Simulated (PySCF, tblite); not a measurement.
**C₃H₆BF: geometry, infrared bands, NMR shifts and spin-spin couplings**

What infrared bands, NMR shifts and spin-spin couplings should C₃H₆BF (`FBC1CC1`) show?

Computed with tblite 0.8.0 and PySCF 2.14.0, with density-fitted response routines of our own, on a single molecule in the gas phase. Atoms are numbered from 0 throughout.

### Step 1. The starting structure

11 atoms, charge 0, multiplicity 1; geometry from: force field or distance geometry start.

Bonds of the start (Å): F0–B1 1.45, B1–C2 1.58, C2–C3 1.53, C3–C4 1.51, C4–C2 1.52, B1–H5 1.19, C2–H6 1.11, C3–H7 1.11, C3–H8 1.11, C4–H9 1.11, C4–H10 1.11.

### Step 2. Relaxing the molecule with GFN2-xTB

Job settings and geometry (Å):

```
{"job": {"kind": "relax", "xc": "GFN2-xTB", "basis": "xTB"}, "charge": 0, "multiplicity": 1}
F      2.605300     0.434200     0.186600
B      1.511600    -0.515500     0.237600
C      0.054000    -0.043200     0.632700
C     -1.048300    -0.471100    -0.342100
C     -0.568500     0.960400    -0.331000
H      1.737700    -1.671300     0.102900
H     -0.267300     0.087200     1.683900
H     -2.039800    -0.611100     0.137200
H     -0.719700    -1.063700    -1.223400
H      0.029400     1.226300    -1.231300
H     -1.288900     1.670600     0.121000
```

Launch:

```sh
$ OMP_NUM_THREADS=1 python probes_run.py task.json out
```

This one command runs all jobs of the session in turn.

**Question.** This job is followed by: GFN2-xTB harmonic vibrations, gas phase; GIAO PBE0/pcSseg-1 NMR shielding, non-relativistic, gas phase; B3LYP/pcJ-1 indirect spin-spin coupling, non-relativistic, gas phase. Predict these results of the whole session: strongest single infrared mode (GFN2-xTB); zero-point energy (GFN2-xTB); 13C shifts against TMS (PBE0/pcSseg-1, means over atoms taken as alike); 1H shifts against TMS (PBE0/pcSseg-1, means over atoms taken as alike); 19F shifts against CFCl3 (PBE0/pcSseg-1); 11B shifts against BF3·OEt2 (PBE0/pcSseg-1); largest coupling of the table (B3LYP/pcJ-1).

**Answer**, as computed:

| quantity | value |
| --- | --- |
| strongest single infrared mode (GFN2-xTB) | 1373 cm⁻¹, 179 km/mol |
| zero-point energy (GFN2-xTB) | 53.7 kcal/mol |
| 13C shifts against TMS (PBE0/pcSseg-1, means over atoms taken as alike) | 8.3, 6.0 ppm |
| 1H shifts against TMS (PBE0/pcSseg-1, means over atoms taken as alike) | 4.72, 0.82, 0.73, 0.23 ppm |
| 19F shifts against CFCl3 (PBE0/pcSseg-1) | -8.1 ppm |
| 11B shifts against BF3·OEt2 (PBE0/pcSseg-1) | 54.3 ppm |
| largest coupling of the table (B3LYP/pcJ-1) | 1J(C,H) C3–H7, 172.5 Hz |

**Reading.** Over 79 steps the energy fell by 0.752 eV; of the close pairs, F0–B1 changed most, 1.449 to 1.321 Å. All 27 modes are real, so the xTB geometry is a minimum. The strongest single mode, at 1373 cm⁻¹, is spread over several atoms, C2, B1, H6 among them. Unscaled tight-binding wavenumbers are off by several per cent, some by more. Its intensities can rank the bands wrongly. At PBE0/pcSseg-1: The widest tensor belongs to F0: span 498 ppm, with a paramagnetic part of -286 ppm. In the run at B3LYP/pcJ-1, the largest coupling of the table is C3–H7 (mean over like pairs), 172.5 Hz, of which the Fermi-contact term gives 171.0 Hz. Couplings across rotatable bonds belong to this one conformer; where others are populated, the observed values are averages.
